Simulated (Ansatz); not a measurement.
# C2H7NOSi: the cost of one run

Computed with Ansatz 0.2.0, Gaussian basis. Level: the settings change from run to run.

## (1) The relaxed structure

An earlier PBE0-D4 in a triple-zeta def2 set relaxation fixed the geometry.

SMILES `CNC(=O)[SiH3]`, 12 atoms, charge 0, spin multiplicity 1.

Atoms are counted from 1 here; the program's logs count them from 0.

Bond lengths: C1–N2 1.443 Å, C1–H6 1.093 Å, C1–H7 1.089 Å, C1–H8 1.093 Å, N2–C3 1.355 Å, N2–H9 1.005 Å, C3–O4 1.219 Å, C3–Si5 1.918 Å, Si5–H10 1.492 Å, Si5–H11 1.482 Å, Si5–H12 1.482 Å. Angles: N2–C1–H6 111.2°, N2–C1–H7 107.5°, N2–C1–H8 111.2°, H6–C1–H7 109.0°, H6–C1–H8 108.9°, H7–C1–H8 109.0°, C1–N2–C3 123.0°, C1–N2–H9 119.1°, C3–N2–H9 117.9°, N2–C3–O4 123.5°, N2–C3–Si5 118.1°, O4–C3–Si5 118.4°, C3–Si5–H10 111.4°, C3–Si5–H11 108.0°, C3–Si5–H12 108.0°, H10–Si5–H11 109.5°, H10–Si5–H12 109.5°, H11–Si5–H12 110.4°.

## (2) B3LYP5/def2-SVPD

Options: charge +1, multiplicity 2, high accuracy.

in.yaml reads:

```yaml
crystal:
  periodic: [false, false, false]
  atoms:
    - {symbol: C, position_ang: [-1.827812, 0.219144, 0.925156]}
    - {symbol: N, position_ang: [-0.546939, 0.436153, 0.297682]}
    - {symbol: C, position_ang: [0.240580, -0.575829, -0.138873]}
    - {symbol: O, position_ang: [-0.060952, -1.753240, -0.041116]}
    - {symbol: Si, position_ang: [1.918302, -0.128193, -0.953761]}
    - {symbol: H, position_ang: [-2.631781, 0.690233, 0.354219]}
    - {symbol: H, position_ang: [-1.998825, -0.855641, 0.957629]}
    - {symbol: H, position_ang: [-1.839806, 0.612019, 1.944887]}
    - {symbol: H, position_ang: [-0.215523, 1.377359, 0.175137]}
    - {symbol: H, position_ang: [2.128434, 1.348010, -0.994026]}
    - {symbol: H, position_ang: [1.914134, -0.665371, -2.334955]}
    - {symbol: H, position_ang: [2.997088, -0.759944, -0.157878]}
basis:
  gaussian: {orbitals: def2-SVPD}
total_charge: 1
magnetization: {spin_polarized: true, initial_magnetization: 1}
hamiltonian: {xc: {name: B3LYP5}}
accuracy: high
```

The run is started by

```console
> ansatz run in.yaml --threads 4 --pin off --events-out ev --progress --plain --max-ram 10444MiB
```

Q: Estimate wall time and peak memory on 4 threads of Arm Neoverse V1, shared host.

About 18 s, with a peak of 1.1 GiB.
